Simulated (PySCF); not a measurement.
# HLiSe: the cost of one run

Computed with PySCF 2.14.0; each step states its level. No surroundings beyond the atoms listed, unless a continuum is named. Atoms count from 0, parts from 1.

### 1 The system as given

3 atoms, charge 0, multiplicity 1; geometry: GFN1-xTB. Parts: 1 = atom 0, `[Li+]`, charge 1; 2 = atoms 1–2, `[SeH-]`, charge -1.

### 2 Relaxing the molecule at PBE0-D3(BJ)/def2-SVPD

Job settings and geometry (Å):

```
{"job": {"xc": "PBE0", "basis": "def2-SVPD", "d3": "d3bj", "grid": 2, "kind": "geom", "shake": 0.01}, "charge": 0, "multiplicity": 1, "parts": [{"atoms": "0-0", "charge": 1, "multiplicity": 1}, {"atoms": "1-2", "charge": -1, "multiplicity": 1}]}
Li     0.059548     0.182392    -0.252637
Se    -0.925189     0.817538    -2.020674
H      0.387498     1.366142    -1.558502
```

On the command line:

```bash
$ OMP_NUM_THREADS=1 python cluster_run.py task.json out
```

The driver reads the jobs from task.json and runs them one after another.

Q: Estimate the wall time and peak memory of this first job on 1 thread of Arm Neoverse V2, shared host.

About 8.4 s, with a peak of 0.3 GiB.
